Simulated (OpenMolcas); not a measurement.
# Re⁴⁺ among point charges: CASSCF and CASPT2 levels and susceptibility

Aim: the splitting of the states of Re⁴⁺ in the field of 6 point charges, its lowest levels with spin-orbit coupling and its magnetic susceptibility.

Method: state-averaged CASSCF and CASPT2, spin-orbit coupling by RASSI with atomic mean-field integrals. Code: OpenMolcas 26.06.

## 1. The atom as given

* Species: Re⁴⁺ (rhenium, Z = 75, 71 electrons)
* Basis: ANO-RCC-VTZP [8s7p5d3f2g1h], 104 functions
* Scalar Hamiltonian: DKH2, point nucleus
* Inactive shells: 1s 2s 2p 3s 3p 3d 4s 4p 4d 4f 5s 5p
* Active space: 3 electrons in 5 orbitals (5d)
* Some configurations of this space: 5d3
* Orbitals: optimised for each spin and parity, averaged over all roots

The outer shells:

5d3
```
5d [↑ ][↑ ][↑ ][  ][  ]
```

The ion sits among 6 point charges of -1.7 e arranged as a tetragonal octahedron (D4h), 2.27 Å from the ion, with the axial distance 2.020 Å.

Each step is its own input file, run in one work folder so that later steps find the files of earlier ones. Labels, J, g values, rates, χT and fits are worked out afterwards by a script from the matrices that RASSI stores. The input lists half of the charges; inversion (Group=XYZ) makes the rest.

## 2. Basis and integrals

a.inp

```
&GATEWAY
Coord
1

Re 0.0 0.0 0.0
Basis=ANO-RCC-VTZP
Group=XYZ
NoMove
AngMom=0.0 0.0 0.0
AMFI
XField
3 Angstrom 0
2.270000 0.000000 0.000000 -1.700000
0.000000 2.270000 0.000000 -1.700000
0.000000 0.000000 2.020300 -1.700000
&SEWARD
```

The run is started by

```sh
> OMP_NUM_THREADS=1 MOLCAS_MEM=1689 MOLCAS_PROJECT=a pymolcas a.inp > a.log
```

## 3. Reference wave functions, quartets of even parity, 10 roots

a.inp

```
&RASSCF
FileOrb=start.orb
Symmetry=1
Spin=4
nActEl=3 0 0
Inactive=15 19
Ras2=5 0
CIRoot=10 10 1
SDav=10
CIMx=300
Iter=120 100
PrWF=0.3
OrbListing=Nothing
MaxOrb=0
>>> COPY $Project.JobIph JOB001
```

start.orb holds the contracted functions of the basis, ordered by shell, or the orbitals of the step before.

## 4. Reference wave functions, doublets of even parity, 40 roots

a.inp

```
&RASSCF
FileOrb=start.orb
Symmetry=1
Spin=2
nActEl=3 0 0
Inactive=15 19
Ras2=5 0
CIRoot=40 40 1
SDav=40
CIMx=300
Iter=120 100
PrWF=0.3
OrbListing=Nothing
MaxOrb=0
>>> COPY $Project.JobIph JOB002
```

## 5. RASSI: spin-orbit coupling between the states

a.inp

```
&RASSI
NrOfJobIphs=2 10 40
1 2 3 4 5 6 7 8 9 10
1 2 3 4 5 6 7 8 9 10 11 12 13 14 15 16 17 18 19 20 21 22 23 24 25 26 27
28 29 30 31 32 33 34 35 36 37 38 39 40
IphNames
JOB001
JOB002
EJob
SpinOrbit
DIPRint=1.0
SOCoupling=1000.0
Subsets=2
Property=9
'ANGMOM' 1 'ANGMOM' 2 'ANGMOM' 3 'MLTPL  1' 1 'MLTPL  1' 2 'MLTPL  1' 3
'AMFI' 1 'AMFI' 2 'AMFI' 3
SOProperty=3
'ANGMOM' 1 'ANGMOM' 2 'ANGMOM' 3
```

## 6. CASPT2: IPEA 0.25, imaginary shift 0.1 (closed shells correlated: 5s 5p)

a.inp

```
>>> COPY JOB001 $Project.JobIph
&CASPT2
Multistate=10 1 2 3 4 5 6 7 8 9 10
NoMult
Frozen=14 16
IPEA=0.25
Imaginary=0.1
MaxIter=60
WThr=0.0 0.3 0.05
PrWF=0.5
NoMix
>>> COPY JOB002 $Project.JobIph
&CASPT2
Multistate=40 1 2 3 4 5 6 7 8 9 10 11 12 13 14 15 16 17 18 19 20 21 22
23 24 25 26 27 28 29 30 31 32 33 34 35 36 37 38 39 40
NoMult
Frozen=14 16
IPEA=0.25
Imaginary=0.1
MaxIter=60
WThr=0.0 0.3 0.05
PrWF=0.5
NoMix
```

(Steps that only read results are left out.)

Q: Predict the outcome of this session. Wanted: spin-free ground state; first state of the same spin within the active space; lowest level; next level.

As calculated:

```
                                            quantity                                                                        value
                                              method  SS-CASPT2, IPEA 0.25, imaginary shift 0.1 (closed shells correlated: 5s 5p)
                              spin-free ground state                                              4B1, 1-fold in its orbital part
first state of the same spin within the active space                                                              4E at 5530 cm⁻¹
                                        lowest level                                            2-fold E1/2, g = 0.83, 0.83, 1.56
                                          next level                                                                   801.2 cm⁻¹
                                         χT at 300 K                                                               0.18 cm³ K/mol
                           effective moment at 300 K                                                                      1.19 μB
```

Cost by method:

```tsv
method	time of its own steps	time with the reference
A. CASSCF	26 s	26 s
B. SS-CASPT2, IPEA 0.25, imaginary shift 0.1, +5s 5p	36 s	62 s
```

Times are of one thread on a shared host.

The spin-free ground state (4B1) comes to 100 % from free-ion F terms and keeps the highest spin of the shell. χT at 300 K is 0.18, against 1.88 cm³ K/mol for the spin alone, so spin-orbit coupling lowers it. The field of point charges can differ much from that of real complexes. This is an electrostatic model: the charges have no orbitals.
